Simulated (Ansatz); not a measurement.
# AlBCl₂H₃N: how energies converge with the basis set

One table from this session's results is given with a row withheld; the runs are named, their logs left out.

Method: one geometry, several basis sets; program: Ansatz 0.2.0, Gaussian basis.

The runs, in order: PBE0-D4/def2-SVP; ωB97M-V/def2-SVP; PBE0-D4/def2-QZVPP; ωB97M-V/def2-QZVPP; the functionals' def2-TZVPP values are taken from earlier runs.

## Structure used throughout

The geometry comes from an earlier relaxation with PBE0-D4 in a triple-zeta def2 set; it is a stationary point, not always the lowest conformer.

SMILES `N[BH][Al]([Cl])[Cl]`, 8 atoms, charge 0, spin multiplicity 1.

Atoms are counted from 1 here; the program's logs count them from 0.

Bond lengths: N1–B2 1.384 Å, N1–H6 1.008 Å, N1–H7 1.009 Å, B2–Al3 2.117 Å, B2–H8 1.198 Å, Al3–Cl4 2.096 Å, Al3–Cl5 2.111 Å. Angles: B2–N1–H6 123.6°, B2–N1–H7 123.2°, H6–N1–H7 113.2°, N1–B2–Al3 116.6°, N1–B2–H8 118.1°, Al3–B2–H8 125.3°, B2–Al3–Cl4 127.3°, B2–Al3–Cl5 117.2°, Cl4–Al3–Cl5 115.4°.

Set-up of the first run:

The input, in.yaml:

```yaml
crystal:
  periodic: [false, false, false]
  atoms:
    - {symbol: N, position_ang: [0.624517, 0.164856, 1.360884]}
    - {symbol: B, position_ang: [0.727861, -0.444158, 0.122032]}
    - {symbol: Al, position_ang: [-0.795546, -0.004439, -1.279987]}
    - {symbol: Cl, position_ang: [-0.969136, -0.732137, -3.238423]}
    - {symbol: Cl, position_ang: [-2.325684, 1.313381, -0.663353]}
    - {symbol: H, position_ang: [-0.124283, 0.790164, 1.614538]}
    - {symbol: H, position_ang: [1.294548, 0.025537, 2.101855]}
    - {symbol: H, position_ang: [1.659824, -1.170405, -0.073544]}
basis:
  gaussian: {orbitals: def2-SVP}
hamiltonian: {xc: pbe0, dispersion: d4}
output: {orbitals: {seedname: orbitals}}
```

Started as:

```console
$ ansatz run in.yaml --threads 2 --pin off --events-out ev --progress --plain --max-ram 4352MiB
```

Among the steps run: PBE0-D4 in def2-SVP; ωB97M-V in def2-SVP; PBE0-D4 in def2-QZVPP; ωB97M-V in def2-QZVPP.

One of the session's tables, all rows but one given; the rest of the session is left out.

| functional | basis | HOMO (eV) | LUMO (eV) |
| --- | --- | --- | --- |
| PBE0-D4 | def2-SVP | -7.69 | -1.75 |
| PBE0-D4 | def2-TZVPP | -7.81 | -1.93 |
| PBE0-D4 | def2-QZVPP | ? | ? |
| ωB97M-V | def2-SVP | -9.74 | 0.15 |
| ωB97M-V | def2-TZVPP | -9.90 | -0.10 |
| ωB97M-V | def2-QZVPP | -9.93 | -0.20 |

Estimate the missing values for PBE0-D4, def2-QZVPP.

**Answer.** HOMO (eV): -7.83; LUMO (eV): -1.97. In the column «HOMO (eV)» it lies between ωB97M-V, def2-SVP (-9.74) and PBE0-D4, def2-TZVPP (-7.81).
